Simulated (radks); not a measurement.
# Co²⁺ in [Ne] 3s2 3p5 3d7 4p1: an all-electron calculation

An exercise on one series of results from a longer session: the logs are not shown, and one member is left open.

Program: radks (a radial shooting solver on a logarithmic mesh, Libxc functionals) version 1. Level of theory: non-relativistic Kohn-Sham, PBE, spin-unpolarised, spherical densities, point nucleus. These are calculated values, not measurements, unless marked.

## Starting point

```
element       : cobalt (Z = 27)
charge        : +2
electrons     : 25
configuration : [Ne] 3s2 3p5 3d7 4p1
```

The outer shells:

Co²⁺
```
[Ne] core
3s [↑↓]
3p [↑↓][↑↓][↑ ]
3d [↑↓][↑↓][↑ ][↑ ][↑ ]
4p [↑ ][  ][  ]
```

The first run:

Input:

```text
Z 27
configuration [Ne] 3s2 3p5 3d7 4p1 4s0 4d0
relativity non-relativistic
functional pbe,pbe
spin unpolarised
nucleus point
```

One table of the session follows, with a row left open; its other results are not shown here.

It belongs to the step «Orbitals and density». Sizes of the orbitals, from the radial functions (bohr):

```
level      <r>  outermost maximum (interpolated)  90 % within  nodes
   1s  0.05690                            0.0375        0.101      0
   2s   0.2586                             0.216        0.400      1
   2p   0.2261                             0.173        0.370      0
   3s   0.7764                             0.674         1.16      2
   3p   0.8078                             0.678         1.24      1
   3d   0.9414                             0.653         1.59      0
   4s        ?                                 ?            ?      ?
   4p    2.734                              2.36         4.05      2
   4d    4.079                              3.56         6.06      1
```

Estimate the missing values for 4s.

The run gave: <r>: 2.324; outermost maximum (interpolated): 2.03; 90 % within: 3.41; nodes: 3. In the column «<r>» it lies between 3d (0.9414) and 4p (2.734).
